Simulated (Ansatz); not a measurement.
A run of Ansatz 0.2.0:

Contents of input.yaml:

```yaml
crystal:
  lattice:
    - [1.3841720336, 0.7991520962, 9.0626781416]
    - [-1.3841720336, 0.7991520962, 9.0626781416]
    - [0.0, -1.5983041924, 9.0626781416]
  atoms:
    - { symbol: Pd, position: [0.756974, 0.750329, 0.739045] }
    - { symbol: Pd, position: [0.502105, 0.478054, 0.513938] }
    - { symbol: Pd, position: [0.24262, 0.244258, 0.26633] }
    - { symbol: Mo, position: [-0.001972, 0.00998, -0.007257] }
kpoints:
  mp_grid: { grid: [11, 11, 11] }
scf:
  occupations: { method: fermi_dirac, width: 0.05 }
hamiltonian:
  xc: pbesol
  pseudopotentials: { kind: all_electron, lapw: { basis_error: 0.001 } }
output:
  forces: true
  stress: true
  eigenvalues: true
  populations: true
```

Potentials or basis: all-electron LAPW, scalar-relativistic.

Run with:

```sh
$ ansatz run input.yaml --threads 2 --pin off --max-ram 8192MiB --backend cpu --events-out ev --progress --plain --runs-dir out
```

Hardware: 2 threads of AMD EPYC (Zen 3), with other jobs on the host.

Estimate the wall time of this run.

Run time: 33 min on 2 threads of AMD EPYC (Zen 3) (shared host), peak memory 5.2 GiB. Counts: scf iterations 20, plane waves 625, k points 666, bands 69.
